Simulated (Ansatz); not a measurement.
# NaSe: the cost of one run

Method: cc-pVDZ, all electrons in the functionals, frozen cores in the correlation of double hybrids and RPA; program: Ansatz 0.2.0, Gaussian basis.

Plan: wB97M-V, B2PLYP, at 2.127 Å; 2.322 Å; 2.604 Å; 2.880 Å; 3.168 Å; 3.607 Å; 4.079 Å; 4.798 Å; 5.810 Å; 6.913 Å; 8.782 Å.

55 further runs of the same task are left out: 40 for a known fault of the program, 10 that didn't finish, 5 set aside as unsound or not needed.

## 1. The geometry

The geometry derives from a PBE0/def2-TZVP stationary point (not a proven minimum). One bond is set to the value named and the two fragments are kept rigid. No spin-orbit coupling is included. The filled d shell of Se may be among the frozen orbitals whatever the setting's name suggests; the logs give the count.

2 atoms, charge 0, spin multiplicity 2.

Atoms are counted from 1 here; the program's logs count them from 0.

Bond lengths: Se1–Na2 2.604 Å.

No dispersion term is added; wB97M-V holds VV10 nonlocal correlation.

The geometry shown and the zero of energy belong to the point 2.604 Å. The yardstick, FCI, and other wave-function levels (R restricted, U unrestricted, valence and pair active spaces) come from earlier runs.

## 2. wB97M-V, 2.127 Å

in.yaml

```yaml
crystal:
  periodic: [false, false, false]
  atoms:
    - {symbol: Se, position_ang: [0.000000, 0.000000, 0.000000]}
    - {symbol: Na, position_ang: [0.000000, 0.000000, 2.127000]}
basis:
  gaussian: {orbitals: cc-pVDZ}
magnetization: {spin_polarized: true, initial_magnetization: 1}
hamiltonian: {xc: {name: wB97M-V}}
output: {forces: true, orbitals: {seedname: orbitals}}
```

Run with:

```sh
$ ansatz run in.yaml --threads 1 --pin off --events-out ev --progress --plain --max-ram 2393MiB
```

What time and memory should one allow on 1 thread of Arm Neoverse V1, shared host?

About 20 s, with a peak of 0.26 GiB.
